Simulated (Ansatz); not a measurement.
**Pt: energy and stress against strain**

The task, for Pt: strain the cell along the Voigt pattern (1, 0, 0, 0, 0, 0).

Program: Ansatz 0.2.0. Level of theory: DFT PBEsol, scalar-relativistic, plane waves, PAW. These are calculated values, not measurements.

1 further run of the same task is left out (set aside as unsound or not needed).

## (1) Starting point

The structure is hexagonal, space group P6_3/mmc (No. 194). Conventional cell: a = 2.761 Å, b = 2.761 Å, c = 4.792 Å, α = 90.00°, β = 90.00°, γ = 120.00°. Pt (site symmetry -6m2) has 12 Pt at 2.76 to 2.88 Å in its first shell of neighbours.

Coordinates:

```
CELL_PARAMETERS angstrom
2.76067 0.00000 0.00000
-1.38033 2.39081 0.00000
0.00000 0.00000 4.79213
ATOMIC_POSITIONS crystal
Pt 0.66667 0.33333 0.75000
Pt 0.33333 0.66667 0.25000
```

It goes back to an entry of the Materials Project, which need not be the stable form.

The cell is taken as given, not relaxed at this level.

## (2) Zero of energy

Reference values: F = -24767.4857 eV; pressure -10.81 GPa; largest force 0.000 eV/Å; gap on the mesh none (metal). It was computed beforehand with the settings of the runs below.

## (3) Setting up energy and stress against strain

The cell is strained by ε times the Voigt pattern (1, 0, 0, 0, 0, 0) (xx, yy, zz, yz, xz, xy; engineering shear), with fractional coordinates fixed (clamped ions). The stress on the pattern is the sum of the stress components weighted by it, tension positive.

## (4) ε = -0.1500

input.yaml reads:

```yaml
crystal:
  lattice:
    - [2.3465657734, 0.0, 0.0]
    - [-1.1732828867, 2.3908065546, 0.0]
    - [0.0, 0.0, 4.792134]
  atoms:
    - { symbol: Pt, position: [0.6666666667, 0.3333333333, 0.75] }
    - { symbol: Pt, position: [0.3333333333, 0.6666666667, 0.25] }
basis:
  ecutwfc: 420
kpoints:
  mp_grid: { grid: [18, 18, 10] }
hamiltonian:
  xc: pbesol
scf:
  occupations: { method: gaussian, width: 0.15 }
output:
  forces: true
  stress: true
  eigenvalues: true
```

On the command line:

```bash
$ ansatz run input.yaml --threads 1 --pin off --max-ram 2560MiB --backend cpu --events-out ev --progress --plain --runs-dir out
```

Standard output (excerpt; [...] marks lines left out):

```text
Warning: RAYON_NUM_THREADS=1 ignored (pool sized by the plan → 1); use --threads N
[...]
Pseudopotentials: kind: paw
Pseudopotential: Pt, paw, valence charge 18, recommended cutoff 420 eV (normal), Pt.paw.azcp
Functional definition: PBEsol
[...]
Crystal: 2 atoms, lattice volume = 26.885 Å³
Basis set: ecut = 420 eV, 529 PW (Γ), exchange–correlation on 32×36×72 points (8 copies of the dense FFT grid, shifted against one another)
Bands: 22, of which v1, the nominal top of the filled ones, is band 18 counted from 1 (17 counted from 0)
Symmetry: 8 space group operations
Space group: Cmcm (ITA 63), of the structure as read, at distance tolerance 3.0e-5 Å
k-points: 546 of 3240
[...]
SCF iter   1: F=—  HF=-24766.087727 eV  |F-HF|=—  |Δ(HF+E_count)|=         —  Δρ=9.30e-3  dr2=1.28e-2  ethr=1.77e-3  ⟨swp⟩=5.1  Hψ=48109  notcnv=0
[...]
SCF iter   6: F=-24766.084671 eV  HF=-24766.084671 eV  |F-HF|=2.08e-9  |Δ(HF+E_count)|=   4.82e-9  Δρ=4.30e-6  dr2=3.06e-9  ethr=1.25e-10  ⟨swp⟩=2.1  Hψ=43075  notcnv=0
[...]
SCF converged after 6 iterations
Free energy (F): -24766.084671 eV
[...]
E sigma→0 (E₀):  -24766.072111 eV
Entropy (-TS):   -0.025121 eV (-12.561 meV/atom)
Fermi energy:    26.925076 eV
[...]
--- Forces (eV/Å), atoms counted from 1 ---
  atom   1  Pt     0.00000000    -0.04172128    -0.00000000
  atom   2  Pt     0.00000000     0.04172128     0.00000000
[...]
--- Stress (GPa, compression-positive) ---
      146.521202      -0.000000      -0.000000
       -0.000000      31.916434       0.000000
       -0.000000       0.000000      19.719583
  P = ⅓ Tr σ = 66.0524 GPa (660.524 kbar)
--- Band table (eV; the first three rows and the last of 546) ---
  k-point 0: bands = ["-72.0235", "-71.9958", "-26.3198", "-25.9248", "-25.8821", "-25.8544", "-25.7821", "-25.7424", "15.3646", "17.6923", "20.4686", "20.6633", "21.5513", "24.4954", "24.6319", "24.7571", "24.8296", "25.9094", "26.2668", "27.3231", "31.4975", "41.1696"]
[...]
```

Wall time 11 s (1 thread of Intel Xeon Platinum 8488C (Sapphire Rapids), shared host); peak memory 0.57 GiB.

## (5) ε = 0.1125

Changes to input.yaml since step 4:

```diff
@@ -2,4 +2,4 @@
   lattice:
-    - [2.3465657734, 0.0, 0.0]
-    - [-1.1732828867, 2.3908065546, 0.0]
+    - [3.0712404976, 0.0, 0.0]
+    - [-1.5356202488, 2.3908065546, 0.0]
     - [0.0, 0.0, 4.792134]
```

On the command line:

```bash
$ ansatz run input.yaml --threads 1 --pin off --max-ram 2560MiB --backend cpu --events-out ev --progress --plain --runs-dir out
```

Standard output (excerpt; [...] marks lines left out):

```text
Warning: RAYON_NUM_THREADS=1 ignored (pool sized by the plan → 1); use --threads N
[...]
[... 3 set-up lines as earlier in the session ...]
[...]
Crystal: 2 atoms, lattice volume = 35.187 Å³
Basis set: ecut = 420 eV, 703 PW (Γ), exchange–correlation on 48×40×72 points (8 copies of the dense FFT grid, shifted against one another)
Bands: 22, of which v1, the nominal top of the filled ones, is band 18 counted from 1 (17 counted from 0)
[... 1 set-up line as earlier in the session ...]
Space group: Cmcm (ITA 63), of the structure as read, at distance tolerance 3.3e-5 Å
k-points: 546 of 3240
[...]
SCF iter   1: F=—  HF=-24766.976021 eV  |F-HF|=—  |Δ(HF+E_count)|=         —  Δρ=7.61e-3  dr2=1.68e-2  ethr=1.77e-3  ⟨swp⟩=4.7  Hψ=44565  notcnv=0
[...]
SCF iter   6: F=-24766.973217 eV  HF=-24766.973217 eV  |F-HF|=2.61e-9  |Δ(HF+E_count)|=   2.61e-8  Δρ=6.41e-6  dr2=1.17e-8  ethr=2.78e-10  ⟨swp⟩=4.0  Hψ=39997  notcnv=0
[...]
SCF converged after 6 iterations
Free energy (F): -24766.973217 eV
[...]
E sigma→0 (E₀):  -24766.946509 eV
Entropy (-TS):   -0.053418 eV (-26.709 meV/atom)
Fermi energy:    18.778592 eV
[...]
--- Forces (eV/Å), atoms counted from 1 ---
  atom   1  Pt     0.00000000     0.04947456     0.00000000
  atom   2  Pt     0.00000000    -0.04947456    -0.00000000
[...]
--- Stress (GPa, compression-positive) ---
      -29.133353       0.000000      -0.000000
        0.000000     -26.264866      -0.000000
       -0.000000      -0.000000     -26.064189
  P = ⅓ Tr σ = -27.1541 GPa (-271.541 kbar)
--- Band table (eV; the first three rows and the last of 546) ---
  k-point 0: bands = ["-79.2105", "-79.1959", "-33.4814", "-33.3205", "-33.2813", "-33.2310", "-33.2239", "-33.1954", "10.1138", "12.8554", "15.2251", "15.6602", "15.7477", "16.7399", "16.8927", "17.0528", "17.0656", "18.4708", "18.6862", "18.7962", "23.3942", "33.4564"]
[...]
```

Wall time 11 s (1 thread of Intel Xeon Platinum 8488C (Sapphire Rapids), shared host); peak memory 0.63 GiB.

## (6) ε = -0.0750

Changes to input.yaml since step 5:

```diff
@@ -2,4 +2,4 @@
   lattice:
-    - [3.0712404976, 0.0, 0.0]
-    - [-1.5356202488, 2.3908065546, 0.0]
+    - [2.5536156946, 0.0, 0.0]
+    - [-1.2768078473, 2.3908065546, 0.0]
     - [0.0, 0.0, 4.792134]
```

On the command line:

```bash
$ ansatz run input.yaml --threads 1 --pin off --max-ram 2560MiB --backend cpu --events-out ev --progress --plain --runs-dir out
```

Standard output (excerpt; [...] marks lines left out):

```text
[...]
SCF converged after 6 iterations
Free energy (F): -24767.343098 eV
[...]
E sigma→0 (E₀):  -24767.326425 eV
Entropy (-TS):   -0.033346 eV (-16.673 meV/atom)
Fermi energy:    24.128501 eV
[...]
--- Forces (eV/Å), atoms counted from 1 ---
  atom   1  Pt     0.00000000    -0.00543912     0.00000000
  atom   2  Pt     0.00000000     0.00543912     0.00000000
[...]
--- Stress (GPa, compression-positive) ---
       37.316643       0.000000       0.000000
        0.000000       4.821204       0.000000
        0.000000       0.000000       1.892781
  P = ⅓ Tr σ = 14.6769 GPa (146.769 kbar)
--- Band table (eV; the first three rows and the last of 546) ---
  k-point 0: bands = ["-74.4873", "-74.4645", "-28.7373", "-28.4754", "-28.4666", "-28.4346", "-28.4259", "-28.3478", "13.5289", "16.0809", "19.2701", "19.4637", "19.9132", "21.0492", "21.3644", "22.1799", "22.6019", "22.7223", "23.7654", "24.1247", "28.7846", "39.1048"]
[...]
```

It took 9.2 s on 1 thread of Intel Xeon Platinum 8488C (Sapphire Rapids), shared host; peak memory 0.58 GiB.

## (7) At ε = 0.0375

Changes to input.yaml since step 6:

```diff
@@ -2,4 +2,4 @@
   lattice:
-    - [2.5536156946, 0.0, 0.0]
-    - [-1.2768078473, 2.3908065546, 0.0]
+    - [2.8641905764, 0.0, 0.0]
+    - [-1.4320952882, 2.3908065546, 0.0]
     - [0.0, 0.0, 4.792134]
```

On the command line:

```bash
$ ansatz run input.yaml --threads 1 --pin off --max-ram 2560MiB --backend cpu --events-out ev --progress --plain --runs-dir out
```

Standard output (excerpt; [...] marks lines left out):

```text
[...]
SCF converged after 6 iterations
Free energy (F): -24767.361972 eV
[...]
E sigma→0 (E₀):  -24767.337544 eV
Entropy (-TS):   -0.048856 eV (-24.428 meV/atom)
Fermi energy:    20.699554 eV
[...]
--- Forces (eV/Å), atoms counted from 1 ---
  atom   1  Pt     0.00000000     0.01285173     0.00000000
  atom   2  Pt     0.00000000    -0.01285173    -0.00000000
[...]
--- Stress (GPa, compression-positive) ---
      -21.483219       0.000000      -0.000000
        0.000000     -16.638103      -0.000000
       -0.000000      -0.000000     -16.336791
  P = ⅓ Tr σ = -18.1527 GPa (-181.527 kbar)
--- Band table (eV; the first three rows and the last of 546) ---
  k-point 0: bands = ["-77.5300", "-77.5127", "-31.7723", "-31.6007", "-31.5769", "-31.5612", "-31.5382", "-31.4704", "11.3233", "14.0248", "17.0891", "17.1885", "17.5787", "17.7923", "18.1446", "18.8405", "18.9445", "20.1866", "20.4340", "20.5354", "25.3306", "35.6623"]
[...]
```

Wall time 12 s (1 thread of Intel Xeon Platinum 8488C (Sapphire Rapids), shared host); peak memory 0.61 GiB.

## (8) Point ε = 0.1500

Changes to input.yaml since step 7:

```diff
@@ -2,4 +2,4 @@
   lattice:
-    - [2.8641905764, 0.0, 0.0]
-    - [-1.4320952882, 2.3908065546, 0.0]
+    - [3.1747654581, 0.0, 0.0]
+    - [-1.5873827291, 2.3908065546, 0.0]
     - [0.0, 0.0, 4.792134]
```

On the command line:

```bash
$ ansatz run input.yaml --threads 1 --pin off --max-ram 2560MiB --backend cpu --events-out ev --progress --plain --runs-dir out
```

Standard output (excerpt; [...] marks lines left out):

```text
Warning: RAYON_NUM_THREADS=1 ignored (pool sized by the plan → 1); use --threads N
[...]
[... 3 set-up lines as earlier in the session ...]
[...]
Crystal: 2 atoms, lattice volume = 36.373 Å³
Basis set: ecut = 420 eV, 711 PW (Γ), exchange–correlation on 48×40×72 points (8 copies of the dense FFT grid, shifted against one another)
Bands: 22, of which v1, the nominal top of the filled ones, is band 18 counted from 1 (17 counted from 0)
[... 2 set-up lines as earlier in the session ...]
k-points: 546 of 3240
[...]
SCF iter   1: F=—  HF=-24766.755175 eV  |F-HF|=—  |Δ(HF+E_count)|=         —  Δρ=7.48e-3  dr2=1.71e-2  ethr=1.77e-3  ⟨swp⟩=4.7  Hψ=44422  notcnv=0
[...]
SCF iter   6: F=-24766.752247 eV  HF=-24766.752247 eV  |F-HF|=3.58e-9  |Δ(HF+E_count)|=   2.54e-8  Δρ=6.60e-6  dr2=1.34e-8  ethr=2.78e-10  ⟨swp⟩=4.0  Hψ=39705  notcnv=0
[...]
SCF converged after 6 iterations
Free energy (F): -24766.752247 eV
[...]
E sigma→0 (E₀):  -24766.726195 eV
Entropy (-TS):   -0.052104 eV (-26.052 meV/atom)
Fermi energy:    17.919298 eV
[...]
--- Forces (eV/Å), atoms counted from 1 ---
  atom   1  Pt    -0.00000000     0.05346366    -0.00000000
  atom   2  Pt     0.00000000    -0.05346366     0.00000000
[...]
--- Stress (GPa, compression-positive) ---
      -30.470218      -0.000000       0.000000
       -0.000000     -29.769976       0.000000
        0.000000       0.000000     -29.561639
  P = ⅓ Tr σ = -29.9339 GPa (-299.339 kbar)
--- Band table (eV; the first three rows and the last of 546) ---
  k-point 0: bands = ["-79.9737", "-79.9603", "-34.2542", "-34.0950", "-34.0558", "-34.0155", "-33.9858", "-33.9523", "9.5699", "12.3183", "14.3745", "14.8298", "15.1270", "16.0416", "16.2075", "16.2157", "16.4992", "17.5936", "17.8465", "18.1763", "22.5209", "32.3799"]
[...]
```

Run time: 11 s. Hardware: 1 thread of Intel Xeon Platinum 8488C (Sapphire Rapids), shared host; peak memory 0.63 GiB.

## (9) ε = -0.1125

Changes to input.yaml since step 8:

```diff
@@ -2,4 +2,4 @@
   lattice:
-    - [3.1747654581, 0.0, 0.0]
-    - [-1.5873827291, 2.3908065546, 0.0]
+    - [2.450090734, 0.0, 0.0]
+    - [-1.225045367, 2.3908065546, 0.0]
     - [0.0, 0.0, 4.792134]
```

On the command line:

```bash
$ ansatz run input.yaml --threads 1 --pin off --max-ram 2560MiB --backend cpu --events-out ev --progress --plain --runs-dir out
```

Standard output (excerpt; [...] marks lines left out):

```text
Warning: RAYON_NUM_THREADS=1 ignored (pool sized by the plan → 1); use --threads N
[...]
[... 3 set-up lines as earlier in the session ...]
[...]
Crystal: 2 atoms, lattice volume = 28.071 Å³
Basis set: ecut = 420 eV, 543 PW (Γ), exchange–correlation on 36×36×72 points (8 copies of the dense FFT grid, shifted against one another)
Bands: 22, of which v1, the nominal top of the filled ones, is band 18 counted from 1 (17 counted from 0)
[... 2 set-up lines as earlier in the session ...]
k-points: 546 of 3240
[...]
SCF iter   1: F=—  HF=-24766.915709 eV  |F-HF|=—  |Δ(HF+E_count)|=         —  Δρ=8.30e-3  dr2=1.27e-2  ethr=1.77e-3  ⟨swp⟩=5.0  Hψ=46666  notcnv=0
[...]
SCF iter   6: F=-24766.913825 eV  HF=-24766.913825 eV  |F-HF|=9.24e-10  |Δ(HF+E_count)|=   3.29e-9  Δρ=3.92e-6  dr2=2.05e-9  ethr=1.29e-10  ⟨swp⟩=2.1  Hψ=42612  notcnv=0
[...]
SCF converged after 6 iterations
Free energy (F): -24766.913825 eV
[...]
E sigma→0 (E₀):  -24766.899174 eV
Entropy (-TS):   -0.029302 eV (-14.651 meV/atom)
Fermi energy:    25.465536 eV
[...]
--- Forces (eV/Å), atoms counted from 1 ---
  atom   1  Pt     0.00000000    -0.01107529     0.00000000
  atom   2  Pt     0.00000000     0.01107529     0.00000000
[...]
--- Stress (GPa, compression-positive) ---
       81.547058       0.000000       0.000000
        0.000000      16.457368       0.000000
        0.000000       0.000000       9.835983
  P = ⅓ Tr σ = 35.9468 GPa (359.468 kbar)
--- Band table (eV; the first three rows and the last of 546) ---
  k-point 0: bands = ["-73.3018", "-73.2767", "-27.5729", "-27.2504", "-27.2087", "-27.1990", "-27.1586", "-27.1474", "14.4019", "16.8619", "19.9185", "20.0536", "20.6657", "22.6670", "22.9558", "23.3783", "23.7233", "24.1563", "24.9799", "25.6306", "30.0996", "40.0904"]
[...]
```

Run time: 11 s. Hardware: 1 thread of Intel Xeon Platinum 8488C (Sapphire Rapids), shared host; peak memory 0.57 GiB.

## (10) At ε = 0.0750

Changes to input.yaml since step 9:

```diff
@@ -2,4 +2,4 @@
   lattice:
-    - [2.450090734, 0.0, 0.0]
-    - [-1.225045367, 2.3908065546, 0.0]
+    - [2.967715537, 0.0, 0.0]
+    - [-1.4838577685, 2.3908065546, 0.0]
     - [0.0, 0.0, 4.792134]
```

On the command line:

```bash
$ ansatz run input.yaml --threads 1 --pin off --max-ram 2560MiB --backend cpu --events-out ev --progress --plain --runs-dir out
```

Standard output (excerpt; [...] marks lines left out):

```text
[...]
SCF converged after 6 iterations
Free energy (F): -24767.181049 eV
[...]
E sigma→0 (E₀):  -24767.154469 eV
Entropy (-TS):   -0.053160 eV (-26.580 meV/atom)
Fermi energy:    19.705207 eV
[...]
--- Forces (eV/Å), atoms counted from 1 ---
  atom   1  Pt     0.00000000     0.03244284     0.00000000
  atom   2  Pt     0.00000000    -0.03244284     0.00000000
[...]
--- Stress (GPa, compression-positive) ---
      -26.722659       0.000000       0.000000
        0.000000     -21.816392       0.000000
        0.000000       0.000000     -21.560291
  P = ⅓ Tr σ = -23.3664 GPa (-233.664 kbar)
--- Band table (eV; the first three rows and the last of 546) ---
  k-point 0: bands = ["-78.3986", "-78.3827", "-32.6551", "-32.4913", "-32.4520", "-32.4332", "-32.3959", "-32.3766", "10.6967", "13.4230", "16.1582", "16.4018", "16.5716", "17.2635", "17.5992", "17.8216", "17.9779", "19.4136", "19.4651", "19.5820", "24.3291", "34.5504"]
[...]
```

Run time: 11 s. Hardware: 1 thread of Intel Xeon Platinum 8488C (Sapphire Rapids), shared host; peak memory 0.6 GiB.

## (11) ε = -0.0375

Changes to input.yaml since step 10:

```diff
@@ -2,4 +2,4 @@
   lattice:
-    - [2.967715537, 0.0, 0.0]
-    - [-1.4838577685, 2.3908065546, 0.0]
+    - [2.6571406552, 0.0, 0.0]
+    - [-1.3285703276, 2.3908065546, 0.0]
     - [0.0, 0.0, 4.792134]
```

On the command line:

```bash
$ ansatz run input.yaml --threads 1 --pin off --max-ram 2560MiB --backend cpu --events-out ev --progress --plain --runs-dir out
```

Standard output (excerpt; [...] marks lines left out):

```text
Warning: RAYON_NUM_THREADS=1 ignored (pool sized by the plan → 1); use --threads N
[...]
[... 3 set-up lines as earlier in the session ...]
[...]
Crystal: 2 atoms, lattice volume = 30.443 Å³
Basis set: ecut = 420 eV, 591 PW (Γ), exchange–correlation on 36×40×72 points (8 copies of the dense FFT grid, shifted against one another)
Bands: 22, of which v1, the nominal top of the filled ones, is band 18 counted from 1 (17 counted from 0)
[... 1 set-up line as earlier in the session ...]
Space group: Cmcm (ITA 63), of the structure as read, at distance tolerance 3.1e-5 Å
k-points: 546 of 3240
[...]
SCF iter   1: F=—  HF=-24767.505047 eV  |F-HF|=—  |Δ(HF+E_count)|=         —  Δρ=9.20e-3  dr2=1.63e-2  ethr=1.77e-3  ⟨swp⟩=4.9  Hψ=45754  notcnv=0
[...]
SCF iter   6: F=-24767.502538 eV  HF=-24767.502538 eV  |F-HF|=2.59e-9  |Δ(HF+E_count)|=   2.62e-8  Δρ=6.64e-6  dr2=9.69e-9  ethr=2.78e-10  ⟨swp⟩=4.2  Hψ=40911  notcnv=0
[...]
SCF converged after 6 iterations
Free energy (F): -24767.502538 eV
[...]
E sigma→0 (E₀):  -24767.483915 eV
Entropy (-TS):   -0.037248 eV (-18.624 meV/atom)
Fermi energy:    22.898553 eV
[...]
--- Forces (eV/Å), atoms counted from 1 ---
  atom   1  Pt    -0.00000000    -0.00484168    -0.00000000
  atom   2  Pt     0.00000000     0.00484168     0.00000000
[...]
--- Stress (GPa, compression-positive) ---
        7.835944       0.000000      -0.000000
        0.000000      -3.949195      -0.000000
       -0.000000      -0.000000      -4.807603
  P = ⅓ Tr σ = -0.3070 GPa (-3.070 kbar)
--- Band table (eV; the first three rows and the last of 546) ---
  k-point 0: bands = ["-75.5830", "-75.5623", "-29.8209", "-29.6084", "-29.6027", "-29.5679", "-29.5625", "-29.4637", "12.7316", "15.3496", "18.5446", "18.8909", "19.2783", "19.6133", "19.9543", "21.0423", "21.2126", "21.8071", "22.6223", "22.7715", "27.5531", "37.9659"]
[...]
```

Wall time 9.6 s (1 thread of Intel Xeon Platinum 8488C (Sapphire Rapids), shared host); peak memory 0.59 GiB.

## (12) Point ε = 0.1312

Changes to input.yaml since step 11:

```diff
@@ -2,4 +2,4 @@
   lattice:
-    - [2.6571406552, 0.0, 0.0]
-    - [-1.3285703276, 2.3908065546, 0.0]
+    - [3.1228649446, 0.0, 0.0]
+    - [-1.5614324723, 2.3908065546, 0.0]
     - [0.0, 0.0, 4.792134]
```

On the command line:

```bash
$ ansatz run input.yaml --threads 1 --pin off --max-ram 2560MiB --backend cpu --events-out ev --progress --plain --runs-dir out
```

Standard output (excerpt; [...] marks lines left out):

```text
[...]
SCF converged after 6 iterations
Free energy (F): -24766.864255 eV
[...]
E sigma→0 (E₀):  -24766.837936 eV
Entropy (-TS):   -0.052638 eV (-26.319 meV/atom)
Fermi energy:    18.341959 eV
[...]
--- Forces (eV/Å), atoms counted from 1 ---
  atom   1  Pt    -0.00000000     0.05349416     0.00000000
  atom   2  Pt     0.00000000    -0.05349416    -0.00000000
[...]
--- Stress (GPa, compression-positive) ---
      -29.870129       0.000000      -0.000000
        0.000000     -28.136318      -0.000000
       -0.000000      -0.000000     -27.940607
  P = ⅓ Tr σ = -28.6490 GPa (-286.490 kbar)
--- Band table (eV; the first three rows and the last of 546) ---
  k-point 0: bands = ["-79.5968", "-79.5828", "-33.8732", "-33.7131", "-33.6739", "-33.6253", "-33.6122", "-33.5776", "9.8379", "12.5840", "14.7913", "15.2367", "15.4342", "16.4592", "16.4787", "16.6311", "16.7777", "18.0258", "18.2607", "18.4812", "22.9513", "32.9172"]
[...]
```

Run time: 11 s. Hardware: 1 thread of Intel Xeon Platinum 8488C (Sapphire Rapids), shared host; peak memory 0.63 GiB.

## (13) The scan collected

The scan, with free energies counted from the undisturbed cell:

```tsv
ε	ΔE (meV/atom)	stress on the pattern (GPa)	pressure (GPa)
-0.1500	700.5	-146.52	66.1
-0.1125	286.0	-81.55	35.9
-0.0750	71.3	-37.32	14.7
-0.0375	-8.4	-7.84	-0.3
0.0000	0.0	10.83	-10.8
0.0375	61.9	21.48	-18.2
0.0750	152.3	26.72	-23.4
0.1125	256.3	29.13	-27.2
0.1312	310.7	29.87	-28.6
0.1500	366.7	30.47	-29.9
```

## (14) Summary of results

```
                                  quantity    value
slope of the stress at ε = 0, over ±0.0375  391 GPa
```

What this shows: The slope of the stress at zero strain, 391 GPa, estimates C11 with clamped ions in this Cartesian frame; letting the atoms relax could not make it stiffer. The step is wide, so higher orders mix in. The reference stands under -10.8 GPa, so this is no zero-stress constant. The undisturbed cell is not the lowest point: the energy is 8.4 meV/atom lower at ε = -0.0375; the cell was taken as given and not relaxed at this level. Compression costs more than tension: 700.5 against 366.7 meV/atom at the ends. Spin-orbit coupling is left out for Pt.
